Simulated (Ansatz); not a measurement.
## Li₃YBi₂, space group P-3m1: cell relaxations under several functionals, step by step

With Ansatz 0.2.0 through its Python package.

The cells in order, each with its output:

```python
import ansatz as az
from ase import Atoms
import numpy as np
```

```python
def edges_and_angles(cell):
    cell = np.asarray(cell)
    a, b, c = np.linalg.norm(cell, axis=1)
    cosines = cell[1] @ cell[2] / (b * c), cell[0] @ cell[2] / (a * c), cell[0] @ cell[1] / (a * b)
    return (a, b, c, *np.degrees(np.arccos(cosines)))
```

```python
atoms = Atoms(
    ["Li", "Li", "Li", "Y", "Bi", "Bi"],
    scaled_positions=[
        [2 / 3, 1 / 3, 0.350937],
        [1 / 3, 2 / 3, 0.649063],
        [0.0, 0.0, 0.5],
        [0.0, 0.0, 0.0],
        [2 / 3, 1 / 3, 0.752587],
        [1 / 3, 2 / 3, 0.247413],
    ],
    cell=[
        [4.638004, 0.0, 0.0],
        [-2.319002, 4.01663, 0.0],
        [0.0, 0.0, 7.324325],
    ],
    pbc=True,
)
li3ybi2 = az.Crystal.from_ase(atoms)
```

```python
li3ybi2.resolved().tree()["lattice"]
```

    ((4.638004, 0.0, 0.0), (-2.319002, 4.01663, 0.0), (0.0, 0.0, 7.324325))

```python
job = (
    li3ybi2.calculation()
    .occupations("cold", width=0.1)
    .kpoints(6, 6, 3)
    .relax(cell=True, force_tolerance=0.005)
)
```

```python
levels = [("blyp", "d3bj"), ("pbesol", "none"), ("pbesol", "d3bj")]
print("level            a       b       c    alpha   beta  gamma  V/atom  steps")
for name, dispersion in levels:
    seen = []
    run = job.functional(name, dispersion=dispersion).session().plan()
    result = run.execute(on_event=lambda e: seen.append(e) if e["event"] == "relax_step" else None)
    cell = result.lattice.cell_ang
    label = name if dispersion == "none" else f"{name}+{dispersion}"
    print("{:13s} {:7.4f} {:7.4f} {:7.4f} {:6.2f} {:6.2f} {:6.2f}".format(label, *edges_and_angles(cell)), f"{abs(np.linalg.det(cell)) / len(result.lattice.sites):7.3f} {len(seen):5d}")
```

    level            a       b       c    alpha   beta  gamma  V/atom  steps
    DeckWarning: basis.ecutwfc = 420 eV, auto-derived from the records' recommended cutoffs: set by Li (normal level)
    blyp+d3bj      4.4908  4.4908  7.0784  90.00  90.00 120.00  20.604     7
    pbesol         4.6038  4.6038  7.1798  90.00  90.00 120.00  21.964     6
    pbesol+d3bj    4.5120  4.5120  7.0201  90.00  90.00 120.00  20.628     6

From smallest to largest: BLYP+D3BJ (20.60 Å³ an atom, -9.4 % against the start), PBEsol+D3BJ (20.63 Å³ an atom, -9.3 % against the start) and PBEsol (21.96 Å³ an atom, -3.4 % against the start). The spread is 6.6 % in volume.

What to keep in mind:
- BLYP and dispersion corrections can be off by several per cent in the lattices of metals, and by several GPa in the pressure at a fixed cell.
- The mesh is modest for a metal, so energies can be off by several to tens of meV an atom and pressures by half a GPa or more; differences at equal mesh fare better.
- Spin-orbit coupling, which matters for elements this heavy, is left out.
- The structure comes from a database of computed cells and needn't be a stable or known phase.
- Warnings are shown shortened and without file and line.
- Run time: 2.4 min on 1 thread of AMD EPYC 7571, with other jobs on the host, peak memory 0.55 GiB.
